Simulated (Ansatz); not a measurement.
# ScAl9: the cost of one run

All numbers below are computed with Ansatz 0.2.0 (DFT PBE, scalar-relativistic, plane waves, PAW).

## Step 1: The structure to begin with

The cell holds 20 atoms (Al18Sc2): a = 7.447 Å, b = 6.678 Å, c = 7.103 Å, α = 91.08°, β = 90.86°, γ = 90.21°.

It is the last frame of an earlier stage of the same melt, run at 590 K.

Its coordinates follow in the input file.

## Step 2: Langevin stage at 300 K

One k point, a Fermi-Dirac width of 0.050 eV and a fixed cell.

File input.yaml:

```yaml
crystal:
  lattice:
    - [7.446913, -0.0134, -0.054337]
    - [-0.0134, 6.677523, -0.065169]
    - [-0.054337, -0.065169, 7.102243]
  atoms:
    - { symbol: Al, position: [0.4966215855, 0.8008175258, 0.5434939215] }
    - { symbol: Al, position: [0.2868500178, 0.4161759472, 0.4038053835] }
    - { symbol: Al, position: [0.5046400899, 0.9859510416, 0.9589042597] }
    - { symbol: Al, position: [0.4815827666, 0.642184706, 0.1691510403] }
    - { symbol: Al, position: [0.2969295263, 0.6171974012, 0.8066475934] }
    - { symbol: Al, position: [0.7369532177, 0.2774335404, 0.08261862] }
    - { symbol: Al, position: [0.8462382267, 0.0621137229, 0.6995804434] }
    - { symbol: Al, position: [0.2575586752, 0.9193797516, 0.2673524497] }
    - { symbol: Al, position: [0.0216276527, 0.5672260204, 0.1536419641] }
    - { symbol: Al, position: [0.2849572185, 0.3385006681, 0.0299772751] }
    - { symbol: Al, position: [0.9984782969, 0.1769427123, 0.3554269642] }
    - { symbol: Al, position: [0.549615061, 0.3223325866, 0.7634120733] }
    - { symbol: Al, position: [0.0357993367, 0.0162160238, 0.9882598379] }
    - { symbol: Al, position: [0.6903156949, 0.6595701456, 0.8341165607] }
    - { symbol: Al, position: [0.0008518733, 0.3989669292, 0.804355959] }
    - { symbol: Al, position: [0.7316305081, 0.4796701705, 0.4646877397] }
    - { symbol: Al, position: [0.7902354582, 0.8393526519, 0.1973225017] }
    - { symbol: Al, position: [0.5526273891, 0.1563105588, 0.4150725239] }
    - { symbol: Sc, position: [0.030437445, 0.7295092847, 0.5539980887] }
    - { symbol: Sc, position: [0.2460756786, 0.076097079, 0.6843892507] }
  symmetry: { detect: false }
basis:
  ecutwfc: 420
  xc_grid: 1
kpoints:
  mp_grid: { grid: [1, 1, 1], shift: [0.25, 0.25, 0.25] }
hamiltonian:
  xc: pbe
scf:
  occupations: { method: fermi_dirac, width: 0.05 }
  lower_state_search: "off"
  convergence: { dr2_threshold: 1.0e-05 }
output:
  forces: true
  stress: true
md:
  timestep: 3.0
  n_steps: 100
  ensemble: nvt_langevin
  friction: 0.015
  temperature: 300.0
  initial_velocities: maxwell_boltzmann
  seed: 58067
```

Started as:

```
ansatz run input.yaml --threads 2 --pin off --max-ram 5120MiB --backend cpu --events-out ev --progress --plain --runs-dir out
```

**Question.** How long does this run take on 2 threads of Intel Xeon at 2.50GHz (Skylake/Cascade Lake), shared host, and how much memory does it need?

About 4 min, with a peak of 0.46 GiB.
